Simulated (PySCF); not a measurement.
**C3H9FO2Si2: electronic excitations**

Aim: predict the electronic excitations of C3H9FO2Si2 (`F/C=C\O[SiH2]CO[SiH3]`).

The runs use PySCF 2.14.0, with density-fitted response routines of our own; the level of theory stands in each step. All values are computed, except where a source is named. Atoms are numbered from 0 throughout.

### Step 1. Starting geometry

17 atoms, charge 0, multiplicity 1; geometry from: GFN2-xTB.

Bonds of the start (Å): F0–C1 1.35, C1–C2 1.32, C2–O3 1.33, O3–Si4 1.64, Si4–C5 1.90, C5–O6 1.40, O6–Si7 1.61, C1–H8 1.08, C2–H9 1.08, Si4–H10 1.46, Si4–H11 1.46, C5–H12 1.10, C5–H13 1.10, Si7–H14 1.47, Si7–H15 1.47, Si7–H16 1.45.

### Step 2. Excited states and response: wB97X-D/def2-SVPD

Job settings and geometry (Å):

```
{"job": {"kind": "uv", "xc": "wB97X-D", "basis": "def2-SVPD", "nstates": 8, "ntriplets": 3}, "charge": 0, "multiplicity": 1}
F     -2.602421     0.711581    -1.669215
C     -3.383592     0.107689    -0.748826
C     -2.875665    -0.512725     0.304213
O     -1.584030    -0.641710     0.615706
Si    -0.242926    -0.091130    -0.155885
C      1.079854    -0.753519     1.041338
O      2.388561    -0.591575     0.565701
Si     3.214692     0.737037     0.179800
H     -4.433501     0.190848    -0.969981
H     -3.544900    -0.981914     1.013835
H     -0.112487    -0.682357    -1.484969
H     -0.249200     1.369905    -0.206375
H      0.943789    -1.826594     1.213043
H      0.992970    -0.263967     2.018999
H      2.621873     1.439475    -0.961384
H      3.282816     1.680662     1.301572
H      4.497170     0.120324    -0.119096
```

Method: TDDFT wB97X-D/def2-SVPD, vertical, gas phase, core orbitals frozen in the response.

The run is started by

```
$ OMP_NUM_THREADS=1 python probes_run.py task.json out
```

The driver reads the jobs from task.json and runs them one after another.

Predict these results of the whole session: lowest singlet (wB97X-D/def2-SVPD); brightest single state of those computed; lowest triplet.

As calculated:

| quantity | value |
| --- | --- |
| lowest singlet (wB97X-D/def2-SVPD) | 6.20 eV (200 nm), f = 0.013 |
| brightest single state of those computed | state 4, 7.24 eV, f = 0.277 |
| lowest triplet | 4.53 eV |

The lowest singlet, at 6.20 eV, is HOMO→LUMO 0.51, HOMO→LUMO+1 0.30 and is weak; of the 8 states computed, the strongest absorption comes from state 4 at 7.24 eV. The lowest triplet lies 1.66 eV below the lowest singlet (triplets in Tamm-Dancoff, singlets in full TDDFT).
